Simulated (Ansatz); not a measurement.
# CO2Zn: one species, many methods

One table from this session's results is given with a row withheld; the runs are named, their logs left out.

The runs use Ansatz 0.2.0, Gaussian basis; functionals in def2-TZVPP, the program's frozen cores in correlated methods.

Levels to be run: LDA (SPW92), PBE-D4, revPBE-D4, BLYP-D4, r2SCAN-D4, B97M-V, PBE0-D4, B3LYP-D4, r2SCANh-D4, r2SCAN0-D4, HSE06-D4, BHLYP-D4, CAM-B3LYP-D4, LC-ωPBE, ωB97X-V, ωB97M-V, B2PLYP, PBE-QIDH; CCSD(T)/def2-SVP; CCSD(T)/def2-TZVPP; MP2/def2-QZVPP; extrapolation to the limit; RPA on PBE.

### The relaxed structure

The geometry comes from an earlier relaxation with PBE0-D4 in a triple-zeta def2 set; it is a stationary point.

4 atoms, charge 0, spin multiplicity 1.

Atoms are counted from 1 here; the program's logs count them from 0.

Bond lengths: O1–C2 1.157 Å, C2–O3 1.157 Å. Angles: O1–C2–O3 179.9°.

Set-up of the first run:

File in.yaml:

```yaml
crystal:
  periodic: [false, false, false]
  atoms:
    - {symbol: O, position_ang: [1.049736, -0.066221, 1.052935]}
    - {symbol: C, position_ang: [0.521330, -0.736863, 0.272252]}
    - {symbol: O, position_ang: [-0.006149, -1.408829, -0.507919]}
    - {symbol: Zn, position_ang: [-1.509318, 2.151614, -0.837568]}
basis:
  gaussian: {orbitals: def2-TZVPP}
hamiltonian: {xc: lda}
output: {orbitals: {seedname: orbitals}}
```

Started as:

```
> ansatz run in.yaml --threads 2 --pin off --events-out ev --progress --plain --max-ram 4352MiB
```

Among the steps run: LDA; PBE-D4 (GGA); revPBE-D4 (GGA); BLYP-D4 (GGA); r2SCAN-D4 (meta-GGA); B97M-V (meta-GGA); PBE0-D4 (hybrid); B3LYP-D4 (hybrid); r2SCANh-D4 (hybrid); r2SCAN0-D4 (hybrid); HSE06-D4 (hybrid); BHLYP-D4 (hybrid); CAM-B3LYP-D4 (range-separated); LC-ωPBE (range-separated); ωB97X-V (range-separated); ωB97M-V (range-separated); B2PLYP (double hybrid); PBE-QIDH (double hybrid).

One table of the session follows, with a row left open; its other results are not shown here.

It belongs to the step «Orbital energies across the functionals». 

| functional | HOMO (eV) | gap (eV) |
| --- | --- | --- |
| LDA (SPW92) | -6.20 | 4.58 |
| PBE-D4 | -5.94 | 4.55 |
| revPBE-D4 | -5.84 | 4.56 |
| BLYP-D4 | -5.90 | 4.56 |
| r2SCAN-D4 | -6.17 | 5.09 |
| B97M-V | -5.88 | 4.56 |
| PBE0-D4 | -6.66 | 5.95 |
| B3LYP-D4 | -6.64 | 5.69 |
| r2SCANh-D4 | -6.45 | 5.59 |
| r2SCAN0-D4 | -6.85 | 6.32 |
| HSE06-D4 | -6.25 | 5.18 |
| BHLYP-D4 | -7.36 | 7.26 |
| CAM-B3LYP-D4 | -7.96 | 8.05 |
| LC-ωPBE | -9.02 | 10.15 |
| ωB97X-V | ? | ? |
| ωB97M-V | -8.75 | 9.54 |

**Question.** Estimate the row for ωB97X-V.

**Answer.** HOMO (eV): -8.74; gap (eV): 9.75. In the column «HOMO (eV)» it lies between ωB97M-V (-8.75) and CAM-B3LYP-D4 (-7.96).
